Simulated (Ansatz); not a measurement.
# C₂H₈O₂Si: up Jacob's ladder to CCSD(T)

How much do the methods differ for C₂H₈O₂Si? The plan is to run it at one geometry with functionals of several rungs and with coupled cluster, and see how far each lands from CCSD(T) at the basis-set limit for the atomisation energy.

Computed with Ansatz 0.2.0, Gaussian basis. Level: functionals in def2-TZVPP, the program's frozen cores in correlated methods.

The runs, in order: PBE-D4, r2SCAN-D4, PBE0-D4, B3LYP-D4, ωB97X-V, ωB97M-V, B2PLYP; CCSD(T)/def2-TZVPP; MP2/def2-QZVPP; extrapolation to the limit.

### Step 1. The relaxed structure

The geometry comes from an earlier relaxation with PBE0-D4 in a triple-zeta def2 set; it is a stationary point, not always the lowest conformer.

13 atoms, charge 0, spin multiplicity 1.

Atoms are counted from 1 here; the program's logs count them from 0.

Bond lengths: O1–C2 1.426 Å, O1–H6 0.960 Å, C2–C3 1.514 Å, C2–H7 1.097 Å, C2–H8 1.098 Å, C3–Si4 1.880 Å, C3–H9 1.096 Å, C3–H10 1.095 Å, Si4–O5 1.645 Å, Si4–H11 1.494 Å, Si4–H12 1.485 Å, O5–H13 0.964 Å. Angles: C2–O1–H6 109.0°, O1–C2–C3 108.2°, O1–C2–H7 109.8°, O1–C2–H8 110.1°, C3–C2–H7 111.0°, C3–C2–H8 109.9°, H7–C2–H8 107.8°, C2–C3–Si4 112.7°, C2–C3–H9 109.2°, C2–C3–H10 110.0°, Si4–C3–H9 108.9°, Si4–C3–H10 109.0°, H9–C3–H10 106.9°, C3–Si4–O5 110.9°, C3–Si4–H11 107.6°, C3–Si4–H12 110.7°, O5–Si4–H11 111.8°, O5–Si4–H12 107.3° and more.

### Step 2. PBE-D4 (GGA)

Input file in.yaml:

```yaml
crystal:
  periodic: [false, false, false]
  atoms:
    - {symbol: O, position_ang: [-1.264928, 1.113085, 0.069059]}
    - {symbol: C, position_ang: [-0.954343, 0.010553, 0.917620]}
    - {symbol: C, position_ang: [0.526326, -0.280806, 0.791580]}
    - {symbol: Si, position_ang: [1.066514, -0.531487, -0.991580]}
    - {symbol: O, position_ang: [0.884182, 0.853677, -1.859783]}
    - {symbol: H, position_ang: [-2.207308, 1.287868, 0.117127]}
    - {symbol: H, position_ang: [-1.221743, 0.251702, 1.954367]}
    - {symbol: H, position_ang: [-1.535093, -0.871389, 0.616877]}
    - {symbol: H, position_ang: [0.765274, -1.183260, 1.364964]}
    - {symbol: H, position_ang: [1.107760, 0.537610, 1.229186]}
    - {symbol: H, position_ang: [0.254473, -1.650689, -1.556777]}
    - {symbol: H, position_ang: [2.501828, -0.907088, -1.057335]}
    - {symbol: H, position_ang: [0.097461, 1.335623, -1.580306]}
basis:
  gaussian: {orbitals: def2-TZVPP}
hamiltonian: {xc: pbe, dispersion: d4}
output: {forces: true, orbitals: {seedname: orbitals}}
```

Launch:

```sh
$ ansatz run in.yaml --threads 4 --pin off --events-out ev --progress --plain --max-ram 10444MiB
```

The runs that follow: r2SCAN-D4 (meta-GGA); PBE0-D4 (hybrid); B3LYP-D4 (hybrid); ωB97X-V (range-separated); ωB97M-V (range-separated); B2PLYP (double hybrid); CCSD(T) in def2-TZVPP; MP2 in def2-QZVPP.

Q: Predict the results of all the runs planned. Wanted: atomisation energy, CCSD(T)/CBS; farthest; mean size of error, hybrid; mean size of error, range-separated; gap, smallest and largest; T1 diagnostic; triples share of the correlation energy.

The runs gave:

```
                               quantity                                 value
        atomisation energy, CCSD(T)/CBS                         4867.2 kJ/mol
 functionals within 24.3 kJ/mol (0.5 %)           r2SCAN-D4, ωB97X-V, ωB97M-V
                               farthest                 B2PLYP (-70.0 kJ/mol)
             mean size of error, hybrid                           29.9 kJ/mol
    mean size of error, range-separated                            1.7 kJ/mol
              gap, smallest and largest  6.21 eV (PBE-D4), 12.91 eV (ωB97X-V)
                          T1 diagnostic                                0.0105
triples share of the correlation energy                                 3.5 %
```

PBE-D4 misses by +45.0 kJ/mol. Double hybrids carry the basis error of their MP2 part in triple zeta, and no dispersion term here, so their miss is partly the set-up's. The reference freezes the cores and leaves out relativity and excitations past (T), so misses under about 24.3 kJ/mol can't be ranked. Hartree-Fock recovers 73 % of the binding; the rest is correlation. Orbital gaps span 6.2 to 12.9 eV; exact exchange widens them.
